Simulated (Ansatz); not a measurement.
Write a Python script for Ansatz's Python interface that makes a calculation of the dielectric tensor and Born charges of Si, space group Fd-3m. Level of theory: PBE, PAW, cutoff 327 eV, 5×5×5 k-points, fixed occupations.

```xyz
2
Lattice="0.0000 2.7136 2.7136 2.7136 0.0000 2.7136 2.7136 2.7136 0.0000" Properties=species:S:1:pos:R:3 pbc="T T T"
Si    4.0703    4.0703    4.0703
Si    2.7136    2.7136    2.7136
```

`si_eps.py`:
```python
# -*- coding: utf-8 -*-
'''High-frequency dielectric tensor and Born charges of Si.'''

import warnings

import ansatz as az
import numpy as np

TOLERANCE = 1e-06
SMEARING = 'fixed'

warnings.simplefilter('ignore', az.DeckWarning)

cell = (
    az.Lattice.of([0.0, 2.71356, 2.71356], [2.71356, 0.0, 2.71356], [2.71356, 2.71356, 0.0])
    .atom('Si', [0.75, 0.75, 0.75])
    .atom('Si', [0.5, 0.5, 0.5])
)

# an insulator: whole occupations
setup = (
    cell.calculation()
    .eigensolver('davidson')
    .kpoints(5)
    .scf(tolerance=TOLERANCE)
    .basis(12 * az.Ha)
    .functional(az.Functional.PBE)
    .occupations(SMEARING)
    .dielectric()
)
result = setup.run(threads=1, pin='off')
response = result.dielectric
eps = np.asarray(response.eps_inf)

print(f'mean eps_inf {np.trace(eps) / 3:.3f}, fraction of exact exchange 1/eps = {3 / np.trace(eps):.3f}')
print(np.array2string(eps, precision=3, suppress_small=True))
for site, z in zip(result.lattice.sites, response.zstar_e):
    print(f'{site.symbol:2s} Z* trace/3 = {np.trace(z) / 3:+.3f} e')
print(f'charge neutrality missed by {response.zstar_sum_residual_pre_e:.4f} e before the sum rule')
```

```console
$ python si_eps.py
mean eps_inf 12.896, fraction of exact exchange 1/eps = 0.078
[[12.896  0.     0.   ]
 [ 0.    12.896  0.   ]
 [ 0.     0.    12.896]]
Si Z* trace/3 = -0.000 e
Si Z* trace/3 = +0.000 e
charge neutrality missed by 0.0022 e before the sum rule
```

What to keep in mind:
- These settings explore the input space; cutoff and mesh may be short of convergence.
- The cutoff lies under the one recommended for these potentials.
- With fixed filling the reported Fermi level is the top filled level among the k-points of the SCF.
- Of the deposited cell: the entry's cell lengths or inner coordinates differ somewhat from later room-temperature determinations.
- Pressure is positive in compression.
- This is the electronic (clamped-ion) response; a semilocal gap that is too small tends to raise it. The typed mesh is that of the SCF; the response is solved on denser meshes that the run picks.
- The script silences the warnings on its input, which a real study should read.
- Wall time of the script: 7.8 s on 1 thread of Arm Neoverse V2 (shared host), peak memory 0.41 GiB.
